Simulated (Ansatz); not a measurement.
This script makes an equation of state with a fit of Ge, space group Cmmm with the Python package of Ansatz (0.2.0).

`eos.py`:
```python
# -*- coding: utf-8 -*-
"""Bulk modulus of Ge from an E(V) curve."""

import ansatz
import numpy as np
from scipy.optimize import curve_fit

XC = "PBEsol"
WIDTH_EV = 0.2
SCF_TOL = 1e-09
MAX_ITERATIONS = 150
CUTOFF = 500
KMESH = (12, 12, 11)

vectors0 = np.array([
    [1.397149, -2.600516, 0.0],
    [1.397149, 2.600516, 0.0],
    [0.0, 0.0, 2.698231],
])
sites = [
    ("Ge", (0.5, 0.5, 0.0)),
]


def crystal_on(cell):
    crystal = ansatz.Crystal(lattice=ansatz.Lattice.of(cell))
    for symbol, position in sites:
        crystal = crystal.atom(symbol, position)
    return crystal

def vinet(v, e0, v0, b0, b1):
    eta = (v / v0) ** (1 / 3)
    return e0 + 2 * b0 * v0 / (b1 - 1) ** 2 * (2 - (5 + 3 * b1 * (eta - 1) - 3 * eta) * np.exp(-1.5 * (b1 - 1) * (eta - 1)))

# scale the volume, keep shape and fractions
volumes, energies, pressures = [], [], []
for scale in np.linspace(0.88, 1.12, 7):
    cell = vectors0 * scale ** (1 / 3)
    setup = (
        crystal_on(cell).calculation()
        .functional(XC)
        .occupations(ansatz.OccupationsMethod.FERMI_DIRAC, width=WIDTH_EV)
        .eigensolver("davidson", full_accuracy=True)
        .scf(tolerance=SCF_TOL, max_iterations=MAX_ITERATIONS)
        .basis(CUTOFF)
        .kpoints(*KMESH)
        .stress()
    )
    data = setup.run().report
    volumes.append(abs(np.linalg.det(cell)) / len(sites))
    energies.append(data["free_energy_ev"] / len(sites))
    pressures.append(np.trace(data["stress_gpa"]) / 3)
    print(f"V = {volumes[-1]:8.4f} A^3/atom  F = {energies[-1]:.5f} eV/atom  P = {pressures[-1]:8.3f} GPa")

guess = (min(energies), volumes[int(np.argmin(energies))], 0.5, 4.5)
(e0, v0, b0, b1), _ = curve_fit(vinet, np.array(volumes), np.array(energies), p0=guess, maxfev=20000)
print(f"Vinet fit: V0 = {v0:.4f} A^3/atom, B0 = {160.21766 * b0:.1f} GPa, B1 = {b1:.2f}")
print("largest residual", round(1000 * float(np.abs(vinet(np.array(volumes), e0, v0, b0, b1) - energies).max()), 3), "meV/atom")
```

Its results, one of them left out:

| V (Å³/atom) | F less the lowest row shown (meV/atom) |
| --- | --- |
| 17.254 | 20.73 |
| 18.038 | 1.23 |
| 18.823 | 0.00 |
| 19.607 | 13.16 |
| 20.391 | 37.65 |
| 21.176 | 71.06 |
| 21.960 | ? |

What is the missing energy at 21.960 Å³ an atom?

A third-order Birch-Murnaghan fit, E = E0 + (9 V0 B0 / 16) [(t - 1)³ B' + (t - 1)² (6 - 4t)] with t = (V0/V)^(2/3), through the 6 rows shown gives V0 = 18.483 Å³, B0 = 76.4 GPa, B' = 4.63 and E0 = -1.44 meV. At V = 21.960 Å³, t = 0.89144, and the fit extrapolates to 111.46 meV. The run gave 111.46 meV, a miss of 0.00 meV.

Reading the output:
- These settings explore the input space; cutoff and mesh may be short of convergence.
- Shape and fractional positions are held along the curve, so the bulk modulus is an upper value where they are free to relax, by a factor of two or more in layered or hydrogen-bonded cells.
- The mesh is modest for a metal, so energies can be off by several to tens of meV an atom and pressures by half a GPa or more; differences at equal mesh fare better.
- The program warned that this SCF threshold is loose for forces or stresses.
- Pressure is positive in compression.
- This isn't the structure that Ge takes at ambient conditions.
- Wall time of the script: 41 s on 1 thread of Arm Neoverse V1, with other jobs on the host, peak memory 0.46 GiB.
